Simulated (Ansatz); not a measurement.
# ClH5OW: the cost of one run

Program: Ansatz 0.2.0. Level of theory: RKS PBE-D4/def2-SVP. These are calculated values, not measurements.

### 1 The structure to begin with

Bond lengths: W1–H2 1.720 Å, W1–O3 1.940 Å, O3–H4 1.010 Å, W1–H5 1.720 Å, W1–H6 1.720 Å, W1–H7 1.720 Å, W1–Cl8 2.390 Å. Angles (14 of 16 angles, heavy atoms first): O3–W1–Cl8 90.0°, H2–W1–O3 90.0°, H2–W1–Cl8 180.0°, O3–W1–H5 90.0°, O3–W1–H6 180.0°, O3–W1–H7 90.0°, H5–W1–Cl8 90.0°, H6–W1–Cl8 90.0°, H7–W1–Cl8 90.0°, W1–O3–H4 109.5°, H2–W1–H5 90.0°, H2–W1–H6 90.0°, H2–W1–H7 90.0°, H5–W1–H6 90.0°.

As a file:

```xyz
8

W     0.0000    0.0000    0.0000
H     0.0000    0.0000    1.7200
O     1.9400    0.0000    0.0000
H     2.2771   -0.9519   -0.0197
H     0.0000    1.7200    0.0000
H    -1.7200    0.0000    0.0000
H     0.0000   -1.7200    0.0000
Cl    0.0000    0.0000   -2.3900
```

### 2 Preparing the start

input.yaml reads:

```yaml
crystal:
  periodic: [false, false, false]
  atoms:
    - { symbol: W, position_ang: [0.0, 0.0, 0.0] }
    - { symbol: H, position_ang: [0.0, 0.0, 1.72] }
    - { symbol: O, position_ang: [1.94, 0.0, 0.0] }
    - { symbol: H, position_ang: [2.2771, -0.9519, -0.0197] }
    - { symbol: H, position_ang: [0.0, 1.72, 0.0] }
    - { symbol: H, position_ang: [-1.72, 0.0, 0.0] }
    - { symbol: H, position_ang: [0.0, -1.72, 0.0] }
    - { symbol: Cl, position_ang: [0.0, 0.0, -2.39] }
basis:
  gaussian: { orbitals: def2-SVP }
hamiltonian:
  xc: pbe
  dispersion: d4
relax:
  f_tol: 0.02
  max_steps: 40
```

Command:

```console
> ansatz run input.yaml --threads 1 --pin off --max-ram 2048MiB --backend cpu --events-out ev --progress --plain --runs-dir out
```

Q: Estimate wall time and peak memory on 1 thread of Arm Neoverse V2, shared host.

About 54 s, with a peak of 0.13 GiB.
